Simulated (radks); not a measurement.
# Fe²⁺ with its nuclear charge varied continuously

One table from this session's results is given with a row withheld; the runs are named, their logs left out.

The numbers are computed with radks (a radial shooting solver on a logarithmic mesh, Libxc functionals) version 1 (Dirac Kohn-Sham, PBE, spin-unpolarised, spherical densities, finite nucleus; open shells are shared between the two j in proportion to 2j + 1), except any that are marked as measured or tabulated.

## The system

```
element            : iron (Z = 26)
charge             : +2
electrons          : 24
configuration      : [Ar] 3d6
nuclear rms radius : 3.7377 fm
```

Outer shells as boxes (Hund's rule):

Fe²⁺
```
[Ar] core
3d [↑↓][↑ ][↑ ][↑ ][↑ ]
```

Set-up of the first run:

Settings of this run:

```text
Z 26
configuration [Ar] 3d6
relativity Dirac
functional pbe,pbe
spin unpolarised
j_filling average
nucleus finite rms 3.7377 fm
c 137.035999084
```

Steps of the session up to this table: Z = 26.

One of the session's tables, all rows but one given; the rest of the session is left out.

From the orbitals of this run (lengths in bohr):

```
level     <r>  outermost maximum (interpolated)  90 % within  nodes
2s1/2  0.2667                             0.222        0.414      1
2p1/2  0.2334                             0.178        0.383      0
2p3/2  0.2364                             0.181        0.387      0
3s1/2  0.8112                             0.701         1.22      2
3p1/2  0.8516                             0.709         1.31      1
3p3/2       ?                                 ?            ?      ?
3d3/2   1.078                             0.711         1.86      0
3d5/2   1.083                             0.713         1.87      0
```

Estimate the missing values for 3p3/2.

**Answer.** <r>: 0.8610; outermost maximum (interpolated): 0.716; 90 % within: 1.33; nodes: 1. In the column «<r>» it lies between 3p1/2 (0.8516) and 3d3/2 (1.078).
